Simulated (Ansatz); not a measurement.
**BrCl: taking an electron away**

The task here is to estimate one member of a computed series from the others.

The runs use Ansatz 0.2.0, Gaussian basis; unrestricted cation, the program's frozen cores in correlated methods.

Plan: UKS PBE-D4/def2-TZVPP; UKS r2SCAN-D4/def2-TZVPP; UKS PBE0-D4/def2-TZVPP; UKS B3LYP-D4/def2-TZVPP; UKS wB97X-V/def2-TZVPP; UKS wB97M-V/def2-TZVPP; UKS B2PLYP/def2-TZVPP; UHF-CCSD(T)/def2-TZVPP; UHF-CCSD(T)/def2-QZVPP; extrapolation to the limit; then −ε(HOMO) from the neutral's earlier runs with LDA (SPW92), PBE-D4, revPBE-D4, BLYP-D4, r2SCAN-D4, B97M-V, PBE0-D4, B3LYP-D4, r2SCANh-D4, r2SCAN0-D4, HSE06-D4, BHLYP-D4, CAM-B3LYP-D4, LC-ωPBE, ωB97X-V, ωB97M-V.

## Structure used throughout

The geometry comes from an earlier relaxation with PBE0-D4 in a triple-zeta def2 set; it is a stationary point.

2 atoms, charge 0, spin multiplicity 1.

Atoms are counted from 1 here; the program's logs count them from 0.

Bond lengths: Cl1–Br2 2.133 Å.

Set-up of the first run:

Contents of in.yaml:

```yaml
crystal:
  periodic: [false, false, false]
  atoms:
    - {symbol: Cl, position_ang: [-0.000000, -0.000000, 0.001579]}
    - {symbol: Br, position_ang: [0.000000, 0.000000, 2.134486]}
basis:
  gaussian: {orbitals: def2-TZVPP}
total_charge: 1
magnetization: {spin_polarized: true, initial_magnetization: 1}
hamiltonian: {xc: pbe, dispersion: d4}
```

Command:

```console
ansatz run in.yaml --threads 2 --pin off --events-out ev --progress --plain --max-ram 32768MiB --backend cpu
```

Among the steps run: Cation, UKS PBE-D4/def2-TZVPP; Cation, UKS r2SCAN-D4/def2-TZVPP; Cation, UKS PBE0-D4/def2-TZVPP; Cation, UKS B3LYP-D4/def2-TZVPP; Cation, UKS wB97X-V/def2-TZVPP; Cation, UKS wB97M-V/def2-TZVPP; Cation, UKS B2PLYP (frozen core)/def2-TZVPP; Cation, UHF-CCSD(T)/def2-TZVPP; Cation, UHF-CCSD(T)/def2-QZVPP.

One of the session's tables, all rows but one given; the rest of the session is left out.

For comparison, −ε(HOMO) of the neutral from earlier runs:

| functional | −ε(HOMO) (eV) |
| --- | --- |
| LDA (SPW92) | 7.13 |
| PBE-D4 | 6.98 |
| revPBE-D4 | 6.94 |
| BLYP-D4 | 6.82 |
| r2SCAN-D4 | 7.31 |
| B97M-V | 7.42 |
| PBE0-D4 | 8.34 |
| B3LYP-D4 | 8.07 |
| r2SCANh-D4 | 7.81 |
| r2SCAN0-D4 | ? |
| HSE06-D4 | 7.94 |
| BHLYP-D4 | 9.53 |
| CAM-B3LYP-D4 | 9.69 |
| LC-ωPBE | 11.11 |
| ωB97X-V | 10.73 |
| ωB97M-V | 10.56 |

Estimate the missing values for r2SCAN0-D4.

Worked estimate for «−ε(HOMO) (eV)». Against the share of exact exchange, r2SCAN-D4 (0, 7.31), r2SCANh-D4 (0.1, 7.81) give a slope of 5.00 per unit share; at 0.25 the line stands at 8.56.

The run gave: −ε(HOMO) (eV): 8.55. In «−ε(HOMO) (eV)» the line misses by +0.01.
